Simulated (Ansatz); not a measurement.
# C4H4F4: the cost of one run

Method: the settings change from run to run; program: Ansatz 0.2.0, Gaussian basis.

## 1. The molecule

The geometry comes from an earlier relaxation with PBE0-D4 in a triple-zeta def2 set; it is a stationary point, not always the lowest conformer.

SMILES `C/C(F)=C\C(F)(F)F`, 12 atoms, charge 0, spin multiplicity 1.

Atoms are counted from 1 here; the program's logs count them from 0.

Bond lengths: C1–C2 1.477 Å, C1–H9 1.093 Å, C1–H10 1.087 Å, C1–H11 1.093 Å, C2–F3 1.338 Å, C2–C4 1.325 Å, C4–C5 1.488 Å, C4–H12 1.081 Å, C5–F6 1.337 Å, C5–F7 1.345 Å, C5–F8 1.345 Å. Angles: C2–C1–H9 109.5°, C2–C1–H10 111.8°, C2–C1–H11 109.5°, H9–C1–H10 109.2°, H9–C1–H11 107.6°, H10–C1–H11 109.2°, C1–C2–F3 112.2°, C1–C2–C4 130.0°, F3–C2–C4 117.7°, C2–C4–C5 123.3°, C2–C4–H12 120.2°, C5–C4–H12 116.4°, C4–C5–F6 110.2°, C4–C5–F7 113.1°, C4–C5–F8 113.1°, F6–C5–F7 107.1°, F6–C5–F8 107.1°, F7–C5–F8 106.0°.

As a file:

```xyz
12
charge 0, multiplicity 1
C     0.3617   -1.5475   -0.2667
C     0.5701   -0.4512    0.7008
F     1.3167   -0.8319    1.7441
C     0.1375    0.8014    0.6765
C    -0.6998    1.3560   -0.4212
F    -0.9836    2.6407   -0.1822
F    -0.0968    1.3017   -1.6226
F    -1.8727    0.7128   -0.5656
H    -0.1282   -2.3869    0.2336
H    -0.2458   -1.2302   -1.1104
H     1.3295   -1.8998   -0.6328
H     0.3884    1.4795    1.4803
```

## 2. PBE0/def2-TZVPP

This run has coordinates scaled by 1.25, D3(BJ) dispersion.

The input, in.yaml:

```yaml
crystal:
  periodic: [false, false, false]
  atoms:
    - {symbol: C, position_ang: [0.452133, -1.934406, -0.333314]}
    - {symbol: C, position_ang: [0.712652, -0.563981, 0.876032]}
    - {symbol: F, position_ang: [1.645844, -1.039908, 2.180109]}
    - {symbol: C, position_ang: [0.171826, 1.001757, 0.845654]}
    - {symbol: C, position_ang: [-0.874771, 1.695011, -0.526502]}
    - {symbol: F, position_ang: [-1.229469, 3.300900, -0.227746]}
    - {symbol: F, position_ang: [-0.121013, 1.627120, -2.028271]}
    - {symbol: F, position_ang: [-2.340836, 0.891049, -0.706942]}
    - {symbol: H, position_ang: [-0.160290, -2.983571, 0.291995]}
    - {symbol: H, position_ang: [-0.307232, -1.537793, -1.387985]}
    - {symbol: H, position_ang: [1.661873, -2.374736, -0.790954]}
    - {symbol: H, position_ang: [0.485531, 1.849432, 1.850422]}
basis:
  gaussian: {orbitals: def2-TZVPP}
hamiltonian: {xc: {name: PBE0}, dispersion: d3bj}
output: {forces: true}
```

Run with:

```bash
ansatz run in.yaml --threads 4 --pin off --events-out ev --progress --plain --max-ram 11315MiB
```

**Question.** How long does this run take on 4 threads of Arm Neoverse V2, shared host, and how much memory does it need?

About 6 s, with a peak of 0.92 GiB.
